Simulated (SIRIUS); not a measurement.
An input for SIRIUS 7.12.0 (HfIn4SiO6):

sirius.json

```json
{
  "control": {
    "processing_unit": "cpu",
    "std_evp_solver_name": "lapack",
    "gen_evp_solver_name": "lapack",
    "verbosity": 2,
    "print_forces": true,
    "ortho_rf": true,
    "use_second_variation": true,
    "rmt_max": 3.0,
    "num_bands_to_print": 24,
    "save_wf": true
  },
  "parameters": {
    "electronic_structure_method": "full_potential_lapwlo",
    "xc_functionals": ["XC_GGA_X_PW91", "XC_GGA_C_PW91"],
    "core_relativity": "dirac",
    "valence_relativity": "iora",
    "num_fv_states": 103,
    "smearing": "fermi_dirac",
    "smearing_width": 0.0036749322,
    "pw_cutoff": 30,
    "gk_cutoff": 5.76,
    "lmax_apw": 13,
    "lmax_rho": 8,
    "lmax_pot": 8,
    "num_mag_dims": 0,
    "auto_rmt": 0,
    "ngridk": [1, 1, 1],
    "shiftk": [0, 0, 0],
    "num_dft_iter": 60,
    "energy_tol": 1e-07,
    "density_tol": 1e-05,
    "use_symmetry": true,
    "extra_charge": -2
  },
  "settings": {"tol_ne": 1e-10},
  "iterative_solver": {"type": "exact"},
  "mixer": {"type": "anderson", "beta": 0.5, "max_history": 8},
  "unit_cell": {
    "lattice_vectors": [
      [10.7642314949, 0.2180668359, -0.1828064361],
      [-1.1057354473, 11.7627117566, 0.0007180959],
      [-5.4683874142, -2.810776748, 12.3881695299]
    ],
    "atom_types": ["Hf", "In", "O", "Si"],
    "atom_files": {"Hf": "Hf.json", "In": "In.json", "O": "O.json", "Si": "Si.json"},
    "atoms": {
      "Hf": [[0.11793, 0.01556, 0.13292]],
      "In": [
        [0.38842, 0.99901, 0.72891],
        [0.75865, 0.00842, 0.49586],
        [0.23461, 0.48841, 0.533],
        [0.59649, 0.48211, 0.20528]
      ],
      "O": [
        [0.55316, 0.38738, 0.7929],
        [0.93454, 0.38483, 0.65596],
        [0.98414, 0.26218, 0.00347],
        [0.99083, 0.69806, 0.98452],
        [0.08665, 0.06493, 0.39374],
        [0.4868, 0.10883, 0.21799]
      ],
      "Si": [[0.86778, 0.44029, 0.85544]]
    }
  }
}
```

File Hf.json:

```json
{
  "name": "hafnium",
  "symbol": "Hf",
  "number": 72,
  "mass": 178.49,
  "rmin": 1e-06,
  "rmt": 2.08,
  "nrmt": 800,
  "rinf": 17.22,
  "core": "1s2s2p3s3p3d4s4p",
  "valence": [
    {"basis": [{"enu": 0.05, "dme": 0, "n": 0, "auto": 0}, {"enu": 0.05, "dme": 1, "n": 0, "auto": 0}]},
    {"l": 0, "n": 1, "basis": [{"enu": 0.15, "dme": 0, "n": 0, "auto": 0}]},
    {"l": 1, "n": 2, "basis": [{"enu": 0.15, "dme": 0, "n": 0, "auto": 0}]},
    {"l": 2, "n": 3, "basis": [{"enu": 0.15, "dme": 0, "n": 0, "auto": 0}]},
    {"l": 3, "n": 4, "basis": [{"enu": -0.0637, "dme": 0, "n": 0, "auto": 0}]},
    {"l": 4, "n": 5, "basis": [{"enu": 0.15, "dme": 0, "n": 0, "auto": 0}]}
  ],
  "lo": [
    {"l": 0, "basis": [{"enu": 0.15, "dme": 0, "n": 0, "auto": 0}, {"enu": 0.15, "dme": 1, "n": 0, "auto": 0}]},
    {
      "l": 0,
      "basis": [{"enu": -2.2007, "dme": 0, "n": 5, "auto": 1}, {"enu": -2.2007, "dme": 1, "n": 5, "auto": 1}]
    },
    {
      "l": 0,
      "basis": [{"enu": -2.2007, "dme": 1, "n": 5, "auto": 1}, {"enu": 0.15, "dme": 0, "n": 0, "auto": 0}]
    },
    {"l": 0, "basis": [{"enu": 0.15, "dme": 0, "n": 0, "auto": 0}, {"enu": 3.8482, "dme": 0, "n": 0, "auto": 0}]},
    {"l": 1, "basis": [{"enu": 0.15, "dme": 0, "n": 0, "auto": 0}, {"enu": 0.15, "dme": 1, "n": 0, "auto": 0}]},
    {
      "l": 1,
      "basis": [{"enu": -1.053, "dme": 0, "n": 5, "auto": 1}, {"enu": -1.053, "dme": 1, "n": 5, "auto": 1}]
    },
    {"l": 1, "basis": [{"enu": -1.053, "dme": 1, "n": 5, "auto": 1}, {"enu": 0.15, "dme": 0, "n": 0, "auto": 0}]},
    {"l": 1, "basis": [{"enu": 0.15, "dme": 0, "n": 0, "auto": 0}, {"enu": 4.403, "dme": 0, "n": 0, "auto": 0}]},
    {"l": 2, "basis": [{"enu": 0.15, "dme": 0, "n": 0, "auto": 0}, {"enu": 0.15, "dme": 1, "n": 0, "auto": 0}]},
    {"l": 2, "basis": [{"enu": 0.15, "dme": 1, "n": 0, "auto": 0}, {"enu": 0.15, "dme": 2, "n": 0, "auto": 0}]},
    {
      "l": 2,
      "basis": [{"enu": -7.3227, "dme": 0, "n": 4, "auto": 1}, {"enu": -7.3227, "dme": 1, "n": 4, "auto": 1}]
    },
    {"l": 2, "basis": [{"enu": 0.15, "dme": 0, "n": 0, "auto": 0}, {"enu": 3.7558, "dme": 0, "n": 0, "auto": 0}]},
    {
      "l": 3,
      "basis": [{"enu": -0.0637, "dme": 0, "n": 0, "auto": 0}, {"enu": -0.0637, "dme": 1, "n": 0, "auto": 0}]
    },
    {
      "l": 3,
      "basis": [{"enu": -0.0637, "dme": 1, "n": 0, "auto": 0}, {"enu": -0.0637, "dme": 2, "n": 0, "auto": 0}]
    },
    {
      "l": 3,
      "basis": [{"enu": -0.0637, "dme": 0, "n": 0, "auto": 0}, {"enu": 3.9582, "dme": 0, "n": 0, "auto": 0}]
    },
    {"l": 4, "basis": [{"enu": 0.15, "dme": 0, "n": 0, "auto": 0}, {"enu": 0.15, "dme": 1, "n": 0, "auto": 0}]},
    {"l": 4, "basis": [{"enu": 0.15, "dme": 0, "n": 0, "auto": 0}, {"enu": 4.5879, "dme": 0, "n": 0, "auto": 0}]}
  ],
  "free_atom": [... radial grid and density of the free atom, the start of the SCF ...]
}
```

Contents of In.json:

```json
{
  "name": "indium",
  "symbol": "In",
  "number": 49,
  "mass": 114.818,
  "rmin": 1e-06,
  "rmt": 2.0,
  "nrmt": 800,
  "rinf": 19.56,
  "core": "1s2s2p3s3p3d",
  "valence": [
    {"basis": [{"enu": 0.05, "dme": 0, "n": 0, "auto": 0}, {"enu": 0.05, "dme": 1, "n": 0, "auto": 0}]},
    {"l": 0, "n": 1, "basis": [{"enu": 0.0941, "dme": 0, "n": 0, "auto": 0}]},
    {"l": 1, "n": 2, "basis": [{"enu": 0.15, "dme": 0, "n": 0, "auto": 0}]},
    {"l": 2, "n": 3, "basis": [{"enu": -0.0952, "dme": 0, "n": 0, "auto": 0}]},
    {"l": 3, "n": 4, "basis": [{"enu": 0.15, "dme": 0, "n": 0, "auto": 0}]}
  ],
  "lo": [
    {
      "l": 0,
      "basis": [{"enu": 0.0941, "dme": 0, "n": 0, "auto": 0}, {"enu": 0.0941, "dme": 1, "n": 0, "auto": 0}]
    },
    {
      "l": 0,
      "basis": [{"enu": -4.1273, "dme": 0, "n": 4, "auto": 1}, {"enu": -4.1273, "dme": 1, "n": 4, "auto": 1}]
    },
    {
      "l": 0,
      "basis": [{"enu": -4.1273, "dme": 1, "n": 4, "auto": 1}, {"enu": 0.0941, "dme": 0, "n": 0, "auto": 0}]
    },
    {
      "l": 0,
      "basis": [{"enu": 0.0941, "dme": 0, "n": 0, "auto": 0}, {"enu": 4.0941, "dme": 0, "n": 0, "auto": 0}]
    },
    {"l": 1, "basis": [{"enu": 0.15, "dme": 0, "n": 0, "auto": 0}, {"enu": 0.15, "dme": 1, "n": 0, "auto": 0}]},
    {
      "l": 1,
      "basis": [{"enu": -2.6147, "dme": 0, "n": 4, "auto": 1}, {"enu": -2.6147, "dme": 1, "n": 4, "auto": 1}]
    },
    {
      "l": 1,
      "basis": [{"enu": -2.6147, "dme": 1, "n": 4, "auto": 1}, {"enu": 0.15, "dme": 0, "n": 0, "auto": 0}]
    },
    {"l": 1, "basis": [{"enu": 0.15, "dme": 0, "n": 0, "auto": 0}, {"enu": 4.75, "dme": 0, "n": 0, "auto": 0}]},
    {
      "l": 2,
      "basis": [{"enu": -0.0952, "dme": 0, "n": 0, "auto": 0}, {"enu": -0.0952, "dme": 1, "n": 0, "auto": 0}]
    },
    {
      "l": 2,
      "basis": [{"enu": -0.0952, "dme": 1, "n": 0, "auto": 0}, {"enu": -0.0952, "dme": 2, "n": 0, "auto": 0}]
    },
    {
      "l": 2,
      "basis": [{"enu": -0.0952, "dme": 0, "n": 0, "auto": 0}, {"enu": 3.8049, "dme": 0, "n": 0, "auto": 0}]
    },
    {"l": 3, "basis": [{"enu": 0.15, "dme": 0, "n": 0, "auto": 0}, {"enu": 0.15, "dme": 1, "n": 0, "auto": 0}]},
    {"l": 3, "basis": [{"enu": 0.15, "dme": 0, "n": 0, "auto": 0}, {"enu": 4.5, "dme": 0, "n": 0, "auto": 0}]}
  ],
  "free_atom": [... radial grid and density of the free atom, the start of the SCF ...]
}
```

Contents of O.json:

```json
{
  "name": "oxygen",
  "symbol": "O",
  "number": 8,
  "mass": 15.9994,
  "rmin": 1e-06,
  "rmt": 1.25,
  "nrmt": 800,
  "rinf": 11.55,
  "core": "1s",
  "valence": [
    {"basis": [{"enu": 0.05, "dme": 0, "n": 0, "auto": 0}, {"enu": 0.05, "dme": 1, "n": 0, "auto": 0}]},
    {"l": 0, "n": 1, "basis": [{"enu": -0.0671, "dme": 0, "n": 0, "auto": 0}]},
    {"l": 1, "n": 2, "basis": [{"enu": 0.15, "dme": 0, "n": 0, "auto": 0}]},
    {"l": 2, "n": 3, "basis": [{"enu": 0.15, "dme": 0, "n": 0, "auto": 0}]},
    {"l": 3, "n": 4, "basis": [{"enu": 0.15, "dme": 0, "n": 0, "auto": 0}]}
  ],
  "lo": [
    {
      "l": 0,
      "basis": [{"enu": -0.0671, "dme": 0, "n": 0, "auto": 0}, {"enu": -0.0671, "dme": 1, "n": 0, "auto": 0}]
    },
    {
      "l": 0,
      "basis": [{"enu": -0.0671, "dme": 1, "n": 0, "auto": 0}, {"enu": -0.0671, "dme": 2, "n": 0, "auto": 0}]
    },
    {
      "l": 0,
      "basis": [{"enu": -0.0671, "dme": 0, "n": 0, "auto": 0}, {"enu": 7.6128, "dme": 0, "n": 0, "auto": 0}]
    },
    {"l": 1, "basis": [{"enu": 0.15, "dme": 0, "n": 0, "auto": 0}, {"enu": 0.15, "dme": 1, "n": 0, "auto": 0}]},
    {"l": 1, "basis": [{"enu": 0.15, "dme": 1, "n": 0, "auto": 0}, {"enu": 0.15, "dme": 2, "n": 0, "auto": 0}]},
    {"l": 1, "basis": [{"enu": 0.15, "dme": 0, "n": 0, "auto": 0}, {"enu": 8.982, "dme": 0, "n": 0, "auto": 0}]},
    {"l": 2, "basis": [{"enu": 0.15, "dme": 0, "n": 0, "auto": 0}, {"enu": 0.15, "dme": 1, "n": 0, "auto": 0}]},
    {"l": 2, "basis": [{"enu": 0.15, "dme": 1, "n": 0, "auto": 0}, {"enu": 0.15, "dme": 2, "n": 0, "auto": 0}]},
    {"l": 2, "basis": [{"enu": 0.15, "dme": 0, "n": 0, "auto": 0}, {"enu": 10.134, "dme": 0, "n": 0, "auto": 0}]},
    {"l": 3, "basis": [{"enu": 0.15, "dme": 0, "n": 0, "auto": 0}, {"enu": 0.15, "dme": 1, "n": 0, "auto": 0}]}
  ],
  "free_atom": [... radial grid and density of the free atom, the start of the SCF ...]
}
```

The input Si.json:

```json
{
  "name": "silicon",
  "symbol": "Si",
  "number": 14,
  "mass": 28.0855,
  "rmin": 1e-06,
  "rmt": 1.8,
  "nrmt": 800,
  "rinf": 17.42,
  "core": "1s",
  "valence": [
    {"basis": [{"enu": 0.05, "dme": 0, "n": 0, "auto": 0}, {"enu": 0.05, "dme": 1, "n": 0, "auto": 0}]},
    {"l": 0, "n": 1, "basis": [{"enu": 0.0767, "dme": 0, "n": 0, "auto": 0}]},
    {"l": 1, "n": 2, "basis": [{"enu": 0.15, "dme": 0, "n": 0, "auto": 0}]},
    {"l": 2, "n": 3, "basis": [{"enu": 0.15, "dme": 0, "n": 0, "auto": 0}]},
    {"l": 3, "n": 4, "basis": [{"enu": 0.15, "dme": 0, "n": 0, "auto": 0}]}
  ],
  "lo": [
    {
      "l": 0,
      "basis": [{"enu": 0.0767, "dme": 0, "n": 0, "auto": 0}, {"enu": 0.0767, "dme": 1, "n": 0, "auto": 0}]
    },
    {
      "l": 0,
      "basis": [{"enu": -4.7907, "dme": 0, "n": 2, "auto": 1}, {"enu": -4.7907, "dme": 1, "n": 2, "auto": 1}]
    },
    {
      "l": 0,
      "basis": [{"enu": -4.7907, "dme": 1, "n": 2, "auto": 1}, {"enu": 0.0767, "dme": 0, "n": 0, "auto": 0}]
    },
    {
      "l": 0,
      "basis": [{"enu": 0.0767, "dme": 0, "n": 0, "auto": 0}, {"enu": 5.015, "dme": 0, "n": 0, "auto": 0}]
    },
    {"l": 1, "basis": [{"enu": 0.15, "dme": 0, "n": 0, "auto": 0}, {"enu": 0.15, "dme": 1, "n": 0, "auto": 0}]},
    {
      "l": 1,
      "basis": [{"enu": -3.2098, "dme": 0, "n": 2, "auto": 1}, {"enu": -3.2098, "dme": 1, "n": 2, "auto": 1}]
    },
    {
      "l": 1,
      "basis": [{"enu": -3.2098, "dme": 1, "n": 2, "auto": 1}, {"enu": 0.15, "dme": 0, "n": 0, "auto": 0}]
    },
    {"l": 1, "basis": [{"enu": 0.15, "dme": 0, "n": 0, "auto": 0}, {"enu": 5.829, "dme": 0, "n": 0, "auto": 0}]},
    {"l": 2, "basis": [{"enu": 0.15, "dme": 0, "n": 0, "auto": 0}, {"enu": 0.15, "dme": 1, "n": 0, "auto": 0}]},
    {"l": 2, "basis": [{"enu": 0.15, "dme": 1, "n": 0, "auto": 0}, {"enu": 0.15, "dme": 2, "n": 0, "auto": 0}]},
    {"l": 2, "basis": [{"enu": 0.15, "dme": 0, "n": 0, "auto": 0}, {"enu": 4.9648, "dme": 0, "n": 0, "auto": 0}]},
    {"l": 3, "basis": [{"enu": 0.15, "dme": 0, "n": 0, "auto": 0}, {"enu": 0.15, "dme": 1, "n": 0, "auto": 0}]}
  ],
  "free_atom": [... radial grid and density of the free atom, the start of the SCF ...]
}
```

Potentials or basis: all-electron FP-LAPW, apw+lo standard.

The run is started by

```sh
$ OMP_NUM_THREADS=2 sirius.scf --input=sirius.json --output=output.json
```

Problem. How does this run end?

Solution. The run stopped without a result. It printed:

Output:

```text
[info] SIRIUS version : 7.12.0
[info] number of MPI ranks           : 1
[info] MPI grid                      : 1 1
[info] maximum number of OMP threads : 2
[fft] FFT context for density and potential
[fft] =====================================
[fft]   plane wave cutoff                     : 30
[fft]   grid size                             : 108 120 135   total : 1749600
[fft]   grid limits                           : -53 54   -59 60   -67 67
[fft]   number of G-vectors within the cutoff : 710953
[... 76 lines left out ...]
[sym]   0.0000  0.0000  0.0000
[sym] number of space group operations  : 1
[sym] number of magnetic group operations : 1
[sym] metric tensor error: 0.0000e+00
[sym] rotation matrix error: 3.3307e-16
[sym]
[sym] symmetry operations
[sym]
[sym] isym : 0
[... 598 lines left out ...]
[generate_radial_functions] local orbitals
[generate_radial_functions] {l: 0, n: 2, enu: -71.321, dme: 0, auto: 1}
[generate_radial_functions] {l: 0, n: 2, enu: -71.321, dme: 1, auto: 1}
[generate_radial_functions] {l: 0, n: 2, enu: -71.321, dme: 1, auto: 1}
[generate_radial_functions] {l: 1, n: 2, enu: -69.7114, dme: 0, auto: 1}
[generate_radial_functions] {l: 1, n: 2, enu: -69.7114, dme: 1, auto: 1}
[generate_radial_functions] {l: 1, n: 2, enu: -69.7114, dme: 1, auto: 1}
Warning in function "solve_" at src/core/la/eigenproblem.hpp:397
not all eigen-values are found
target number of eigen-values: 103
number of eigen-values found: 0
Exception in function "diagonalize_fp_fv_exact" at src/diagonalize_fp.hpp:146
error in generalized eigen-value problem
```
